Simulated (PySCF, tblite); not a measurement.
**C₃H₈NSi radical: geometry, infrared bands and EPR parameters**

What infrared bands and EPR parameters should C₃H₈NSi radical (`[CH]1C[SiH2]CN1`) show?

Programs: tblite 0.8.0 and PySCF 2.14.0, with density-fitted response routines of our own. Each step states its level of theory. These are calculated values for one molecule in the gas phase, unless marked as measured. Atoms are numbered from 0 throughout.

### 1 The starting structure

13 atoms, charge 0, multiplicity 2; geometry from: force field or distance geometry start.

Bonds of the start (Å): C0–C1 1.51, C1–Si2 1.89, Si2–C3 1.89, C3–N4 1.47, N4–C0 1.49, C0–H5 1.08, C1–H6 1.09, C1–H7 1.11, Si2–H8 1.49, Si2–H9 1.50, C3–H10 1.10, C3–H11 1.10, N4–H12 1.02.

### 2 Geometry optimisation with GFN2-xTB

What the job is given:

```
{"job": {"kind": "relax", "xc": "GFN2-xTB", "basis": "xTB"}, "charge": 0, "multiplicity": 2}
C      0.596800    -1.060900    -0.707500
C      1.138000     0.344500    -0.754800
Si    -0.107500     1.332300     0.258500
C     -1.080800    -0.182400     0.817800
N     -0.771300    -1.249300    -0.141100
H      1.131700    -1.888500    -1.145300
H      1.216900     0.704500    -1.777800
H      2.135900     0.373500    -0.270700
H      0.511500     2.072200     1.388900
H     -0.932600     2.227000    -0.614200
H     -0.736300    -0.489600     1.820000
H     -2.160300    -0.005300     0.867500
H     -0.946400    -2.177700     0.241000
```

On the command line:

```
$ OMP_NUM_THREADS=1 python probes_run.py task.json out
```

The driver reads the jobs from task.json and runs them one after another.

**Question.** This job is followed by: GFN2-xTB harmonic vibrations, gas phase; UKS B3LYP, pcH-1 on C H N Si, non-relativistic, mean-field spin-orbit, GIAO. What will the session give for the following? strongest single infrared mode (GFN2-xTB); zero-point energy (GFN2-xTB); g(iso) (B3LYP); ⟨S²⟩; largest a(iso) (averaged by class); potential on the surface of density 0.002 e/bohr³, 1st and 99th percentile.

As calculated:

| quantity | value |
| --- | --- |
| strongest single infrared mode (GFN2-xTB) | 2258 cm⁻¹, 379 km/mol |
| zero-point energy (GFN2-xTB) | 62.6 kcal/mol |
| g(iso) (B3LYP) | 2.00288 |
| ⟨S²⟩ | 0.754 (exact 0.75) |
| largest a(iso) (averaged by class) | 13C on C0, 120.7 MHz |
| potential on the surface of density 0.002 e/bohr³, 1st and 99th percentile | -1.00 V and 1.49 V |

Relaxing lowered the energy by 0.307 eV in 89 steps; the close pair that moved most is C0–N4, from 1.493 to 1.390 Å. All 33 modes are real, so the xTB geometry is a minimum. The strongest single mode, at 2258 cm⁻¹, moves mainly H9. Unscaled tight-binding wavenumbers are off by several per cent, some by more. Its intensities can rank the bands wrongly. Most of the unpaired spin sits on C0 (0.82 e). The isotropic g lies 0.6 ppt above the free-electron value. These values are for one conformer; the search (at its own cheap level) found 1 more, at 0.16 kcal/mol, and measured spectra average over such forms.
